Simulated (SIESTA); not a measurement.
A calculation with SIESTA 5.4.2 of Ti2Mo3 (ASE script, Cartesian positions):

The input run.py:

```python
from ase.io import read
from ase.calculators.siesta import Siesta
from ase.units import Ry, GPa

atoms = read("Ti2Mo3.xyz")

fdf = {
    'SCFMustConverge': False,
    'OccupationFunction': 'FD',
    'ElectronicTemperature': '0.05 eV',
    'Slab.DipoleCorrection': 'vacuum',
    'MaxSCFIterations': '120',
    'SCF.Mixer.Method': 'Pulay',
    'SCF.Mixer.Weight': '0.25',
    'SCF.Mixer.History': '8',
    'SCF.DM.Tolerance': '5.0e-05',
    'SCF.H.Tolerance': '1.0e-03 eV',
    'WriteForces': 'true',
    'Charge.Mulliken': 'end',
    'SaveRho': 'true',
    'SaveElectrostaticPotential': 'true',
    'SaveTotalPotential': 'true',
    'SaveDeltaRho': 'true',
    'PAO.Basis': ['Mo.1 5', 'n=4 0 2', '  3.234 0.000', 'n=5 0 2', '  8.933 0.000', 'n=4 1 2', '  3.729 0.000', 'n=5 1 1', '  8.933', 'n=4 2 2', '  6.749 0.000', 'Ti.2 5', 'n=3 0 2', '  3.144 0.000', 'n=4 0 2', '  8.721 0.000', 'n=3 1 2', '  3.568 0.000', 'n=4 1 1', '  8.721', 'n=3 2 2', '  6.229 0.000'],
}
calc = Siesta(
    label="Ti2Mo3",
    command="siesta < PREFIX.fdf > PREFIX.out",
    pseudo_path="pseudos",
    pseudo_qualifier="",
    xc=('VDW', 'KBM'),
    basis_set="DZP",
    mesh_cutoff=800 * Ry,
    energy_shift=0.003 * Ry,
    kpts=[8, 8, 1],
    spin="non-polarized",
    fdf_arguments=fdf,
)
atoms.calc = calc

print(f"energy = {atoms.get_potential_energy():.6f} eV")
free = atoms.get_potential_energy(force_consistent=True)
print(f"free energy = {free:.6f} eV")
print("forces (eV/A):")
print(atoms.get_forces(apply_constraint=False).round(6))
print("stress (GPa, Voigt order, tension positive):", (atoms.get_stress() / GPa).round(4))
```

The input Ti2Mo3.xyz:

```xyz
5
Lattice="2.8479936300 0.0000000000 0.0000000000 -1.0646527600 2.6415113500 0.0000000000 0.0000000000 0.0000000000 23.5014430100" Properties=species:S:1:pos:R:3 pbc="T T T"
Mo     0.0000000000      0.0000000000      7.4999920063
Ti     0.8916704350      1.3207556750      9.6253685064
Mo     0.0000000000      0.0000000000     11.7548812604
Ti     0.8916704350      1.3207556750     13.9025136270
Mo     0.0000000000      0.0000000000     15.9793361458
```

Potentials or basis: PseudoDojo 0.4 standard (PBE files), DZP (energy shift 0.003 Ry; two zetas on semicore shells).

Run with:

```console
$ python run.py
```

The cell isn't the ideal one: relaxed by the run before.

Problem. Write the same calculation in another form: ASE script, structure from a POSCAR.

Solution. As run:

The input run.py:

```python
from ase.io import read
from ase.calculators.siesta import Siesta
from ase.units import Ry, GPa

atoms = read("POSCAR")

fdf = {
    'SCFMustConverge': False,
    'OccupationFunction': 'FD',
    'ElectronicTemperature': '0.05 eV',
    'Slab.DipoleCorrection': 'vacuum',
    'MaxSCFIterations': '120',
    'SCF.Mixer.Method': 'Pulay',
    'SCF.Mixer.Weight': '0.25',
    'SCF.Mixer.History': '8',
    'SCF.DM.Tolerance': '5.0e-05',
    'SCF.H.Tolerance': '1.0e-03 eV',
    'WriteForces': 'true',
    'Charge.Mulliken': 'end',
    'SaveRho': 'true',
    'SaveElectrostaticPotential': 'true',
    'SaveTotalPotential': 'true',
    'SaveDeltaRho': 'true',
    'PAO.Basis': ['Mo.1 5', 'n=4 0 2', '  3.234 0.000', 'n=5 0 2', '  8.933 0.000', 'n=4 1 2', '  3.729 0.000', 'n=5 1 1', '  8.933', 'n=4 2 2', '  6.749 0.000', 'Ti.2 5', 'n=3 0 2', '  3.144 0.000', 'n=4 0 2', '  8.721 0.000', 'n=3 1 2', '  3.568 0.000', 'n=4 1 1', '  8.721', 'n=3 2 2', '  6.229 0.000'],
}
calc = Siesta(
    label="Ti2Mo3",
    command="siesta < PREFIX.fdf > PREFIX.out",
    pseudo_path="pseudos",
    pseudo_qualifier="",
    xc=('VDW', 'KBM'),
    basis_set="DZP",
    mesh_cutoff=800 * Ry,
    energy_shift=0.003 * Ry,
    kpts=[8, 8, 1],
    spin="non-polarized",
    fdf_arguments=fdf,
)
atoms.calc = calc

print(f"energy = {atoms.get_potential_energy():.6f} eV")
free = atoms.get_potential_energy(force_consistent=True)
print(f"free energy = {free:.6f} eV")
print("forces (eV/A):")
print(atoms.get_forces(apply_constraint=False).round(6))
print("stress (GPa, Voigt order, tension positive):", (atoms.get_stress() / GPa).round(4))
```

File POSCAR:

```
Ti2Mo3
1.0
    2.8479936300      0.0000000000      0.0000000000
   -1.0646527600      2.6415113500      0.0000000000
    0.0000000000      0.0000000000     23.5014430100
Mo Ti Mo Ti Mo
1 1 1 1 1
Direct
    0.0000000000      0.0000000000      0.3191290000
    0.5000000000      0.5000000000      0.4095650000
    0.0000000000      0.0000000000      0.5001770000
    0.5000000000      0.5000000000      0.5915600000
    0.0000000000      0.0000000000      0.6799300000
```

Potentials or basis: PseudoDojo 0.4 standard (PBE files), DZP (energy shift 0.003 Ry; two zetas on semicore shells).

Run with:

```bash
$ python run.py
```

Both were run:

|  | ASE script, Cartesian positions | ASE script, structure from a POSCAR |
| --- | --- | --- |
| Largest force | 0.265 eV/Å | 0.265 eV/Å |
| Band gap on the k mesh | none (metal or under the smearing width) | none (metal or under the smearing width) |
| Work function | 4.87 eV | 4.87 eV |

Keys that steer only the numerical path or the files written may differ.

Caveat: the potentials were made for another functional, which shifts forces and pressure; the basis of atomic orbitals isn't converged, which shifts pressures, moduli and gaps.
